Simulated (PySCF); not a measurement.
# CISD/STO-3G run of GeH2 (SMILES [H][Ge][H])

What is the vertical singlet–triplet gap of GeH2 at CISD/STO-3G? 

Program for the calculation: PySCF 2.14.0.

13 further runs of the same task are left out: 1 that didn't finish, 12 set aside as unsound or not needed.

## 1. Starting point

GeH2 has 3 atoms, charge 0, and is taken as a singlet. SMILES: `[H][Ge][H]`. Geometry: a GFN2-xTB relaxation, a rough one for these elements and not checked as a minimum.

Bond lengths: Ge1–H2 1.609 Å, Ge1–H3 1.607 Å. Angles: H2–Ge1–H3 86.5°.

## 2. The energy at CISD/STO-3G

File calc.py:

```python
# GeH2
from pyscf import gto, scf, ci

mol = gto.M(
    atom='Ge 0.004590 -0.009050 -0.781020; H 1.098840 -0.017820 0.398440; H -1.103430 0.026870 0.382580',
    basis='sto-3g',
    charge=0,
    max_memory=1860,
    verbose=3,
)

mf = scf.RHF(mol)
mf.conv_tol = 1e-10
mf.kernel()
if not mf.converged:
    mf = mf.newton().run(mf.mo_coeff, mf.mo_occ)

cisd = ci.CISD(mf, frozen=9)
cisd.kernel()
etot = cisd.e_tot
print('E = %.10f Eh' % etot)
```

Started as:

```sh
$ OMP_NUM_THREADS=1 python calc.py
```

Log:

```text
converged SCF energy = -2052.81779585146
E(RCISD) = -2052.869779527152  E_corr = -0.05198367569232558
E = -2052.8697795272 Eh
```

Wall time 0.52 s (1 thread of Arm Neoverse V2, shared host); peak memory 0.1 GiB.

## 3. The triplet

File input.py:

```python
from pyscf import gto, scf, ci

mol = gto.M(
    atom='''
Ge       0.004590      -0.009050      -0.781020
H        1.098840      -0.017820       0.398440
H       -1.103430       0.026870       0.382580
''',
    verbose=3,
    basis='sto-3g',
    max_memory=1860,
    charge=0,
    spin=2,
)

mf = scf.UHF(mol)
mf.conv_tol = 1e-10
mf.kernel()
if not mf.converged:
    mf = mf.newton().run(mf.mo_coeff, mf.mo_occ)

cisd = ci.CISD(mf, frozen=9)
cisd.kernel()
etot = cisd.e_tot
print('E(%s) = %.9f' % ('CISD', etot))
```

Started as:

```sh
$ OMP_NUM_THREADS=1 python input.py
```

Log:

```text
WARN: HOMO -0.246432862194445 >= LUMO -0.421154624231978

converged SCF energy = -2052.77743694743  <S^2> = 2.0059759  2S+1 = 3.0039813
E(UCISD) = -2052.820061139891  E_corr = -0.04262419246353915
E(CISD) = -2052.820061140
```

Wall time 0.58 s (1 thread of Arm Neoverse V2, shared host); peak memory 0.11 GiB.

## 4. What came out

Level: CISD/STO-3G, 9 core orbitals frozen.

```
                                                           quantity           value
                                              singlet: total energy  -2052.86978 Eh
                      singlet: dipole moment (Hartree–Fock density)          0.16 D
                       singlet: HOMO energy (Hartree–Fock orbitals)        -6.47 eV
                       singlet: LUMO energy (Hartree–Fock orbitals)         4.69 eV
                     singlet: HOMO–LUMO gap (Hartree–Fock orbitals)        11.16 eV
               singlet: correlation energy (9 core orbitals frozen)       -52.0 mEh
                                              triplet: total energy  -2052.82006 Eh
                      triplet: dipole moment (Hartree–Fock density)          1.57 D
triplet: HOMO energy (Hartree–Fock orbitals) (highest over α and β)        -5.44 eV
 triplet: LUMO energy (Hartree–Fock orbitals) (lowest over α and β)         3.60 eV
               triplet: correlation energy (9 core orbitals frozen)       -42.6 mEh
                         triplet: ⟨S²⟩ of the reference determinant           2.006
                   vertical energy of the triplet above the singlet        1.353 eV
```

What this shows: At this shape the triplet lies 1.35 eV (31 kcal/mol) above the singlet. In a minimal basis such a difference can be off by several eV, whatever the method. Mulliken charges (triplet) of the mean-field density run from -0.12 on H2 to +0.24 on Ge1.
